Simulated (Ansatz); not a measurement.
This script makes an atomisation energy of PS with the Python package of Ansatz (0.2.0).

The script, `run_tae.py`:
```python
# -*- coding: utf-8 -*-
from collections import Counter

import ansatz as az


def total_energy(molecule, charge=0, unpaired=0):
    calc = (
        molecule.calculation()
        .basis(gaussian="def2-TZVP")
        .functional("b3lyp")
    )
    if charge:
        calc = calc.charge(charge)
    if unpaired:
        calc = calc.spin("collinear", total=unpaired)
    return calc.run(threads=1).report["free_energy_ev"]


def main():
    geometry_ang = [
        ("P", [0.0, 0.0, 0.0]),
        ("S", [0.0, 0.0, 2.05]),
    ]
    system = az.Crystal.molecule()
    for symbol, xyz in geometry_ang:
        system = system.atom(symbol, xyz)

    unpaired = {"P": 3, "S": 2}
    counts = Counter(site.symbol for site in system.cartesian_sites)
    atom_energy = {s: total_energy(az.Crystal.molecule().atom(s, (0, 0, 0)), 0, unpaired[s]) for s in counts}
    whole = total_energy(system, 0, 1)
    for s, e in atom_energy.items():
        print(f"{s:2s} x{counts[s]}  {e:14.5f} eV")
    print(f"PS: {whole:.5f} eV")
    split = sum(counts[s] * e for s, e in atom_energy.items()) - whole
    print(f"atomisation energy (no zero-point term): {96.485332 * split:.1f} kJ/mol, {split / sum(counts.values()):.3f} eV an atom")


if __name__ == "__main__":
    main()
```

What does it cost to take this molecule apart into atoms?

409.8 kJ/mol from the electronic energies, without the zero-point term.

The run itself:

```console
$ python run_tae.py
P  x1     -9286.71787 eV
S  x1    -10833.73371 eV
PS: -20124.69916 eV
atomisation energy (no zero-point term): 409.8 kJ/mol, 2.124 eV an atom
```

Total energies depend on the basis set; only differences at equal settings carry meaning. The geometry is a force-field or estimated start, not a minimum of this method, and the basis set is short of its limit. All parts are taken at fixed geometry, without zero-point energy. The species is open-shell (spin multiplicity 2). b3lyp holds the VWN-RPA fit, as in Gaussian; the form of ORCA and Turbomole is b3lyp5. The spin state was assumed, and another may lie lower. It ran for 6.1 s on 1 thread of Intel(R) Xeon(R) Processor @ 2.30GHz, on a shared host, peak memory 0.23 GiB.
